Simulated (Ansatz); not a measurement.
# H6NSbSi: basis-set convergence

One table from this session's results is given with a row withheld; the runs are named, their logs left out.

The runs use Ansatz 0.2.0, Gaussian basis; one geometry, several basis sets.

Levels to be run: PBE0-D4/def2-SVP; ωB97M-V/def2-SVP; PBE0-D4/def2-QZVPP; ωB97M-V/def2-QZVPP; the functionals' def2-TZVPP values are taken from earlier runs.

### The geometry

The geometry comes from an earlier relaxation with PBE0-D4 in a triple-zeta def2 set; it is a stationary point, not always the lowest conformer. Sb takes the def2 core potential; no spin-orbit term is included.

SMILES `N[SiH2][SbH2]`, 9 atoms, charge 0, spin multiplicity 1.

Atoms are counted from 1 here; the program's logs count them from 0.

Bond lengths: N1–Si2 1.722 Å, N1–H4 1.007 Å, N1–H5 1.008 Å, Si2–Sb3 2.576 Å, Si2–H6 1.487 Å, Si2–H7 1.494 Å, Sb3–H8 1.712 Å, Sb3–H9 1.710 Å. Angles: Si2–N1–H4 119.9°, Si2–N1–H5 119.6°, H4–N1–H5 111.0°, N1–Si2–Sb3 106.8°, N1–Si2–H6 106.8°, N1–Si2–H7 115.7°, Sb3–Si2–H6 110.0°, Sb3–Si2–H7 110.2°, H6–Si2–H7 107.3°, Si2–Sb3–H8 89.4°, Si2–Sb3–H9 91.9°, H8–Sb3–H9 91.0°.

The first run:

in.yaml

```yaml
crystal:
  periodic: [false, false, false]
  atoms:
    - {symbol: N, position_ang: [-0.727025, 0.662282, -1.287817]}
    - {symbol: Si, position_ang: [0.217518, 0.661564, 0.152379]}
    - {symbol: Sb, position_ang: [-0.491204, -1.410903, 1.508971]}
    - {symbol: H, position_ang: [-0.679219, -0.120080, -1.920446]}
    - {symbol: H, position_ang: [-0.868911, 1.524165, -1.790167]}
    - {symbol: H, position_ang: [-0.132936, 1.900911, 0.896305]}
    - {symbol: H, position_ang: [1.697944, 0.666299, -0.045213]}
    - {symbol: H, position_ang: [0.026745, -2.410574, 0.218905]}
    - {symbol: H, position_ang: [1.045588, -1.519966, 2.250082]}
basis:
  gaussian: {orbitals: def2-SVP}
hamiltonian: {xc: pbe0, dispersion: d4}
output: {orbitals: {seedname: orbitals}}
```

On the command line:

```
ansatz run in.yaml --threads 2 --pin off --events-out ev --progress --plain --max-ram 4352MiB
```

Steps of the session up to this table: PBE0-D4 in def2-SVP; ωB97M-V in def2-SVP; PBE0-D4 in def2-QZVPP; ωB97M-V in def2-QZVPP.

One table of the session follows, with a row left open; its other results are not shown here.

```
functional       basis  HOMO (eV)  LUMO (eV)
   PBE0-D4    def2-SVP      -6.71      -0.06
   PBE0-D4  def2-TZVPP          ?          ?
   PBE0-D4  def2-QZVPP      -6.84      -0.44
   ωB97M-V    def2-SVP      -8.70       1.77
   ωB97M-V  def2-TZVPP      -8.82       1.30
   ωB97M-V  def2-QZVPP      -8.85       1.01
```

Q: Estimate the row for PBE0-D4, def2-TZVPP from the others.

**Answer.** HOMO (eV): -6.81; LUMO (eV): -0.33. In the column «HOMO (eV)» it lies between PBE0-D4, def2-QZVPP (-6.84) and PBE0-D4, def2-SVP (-6.71).
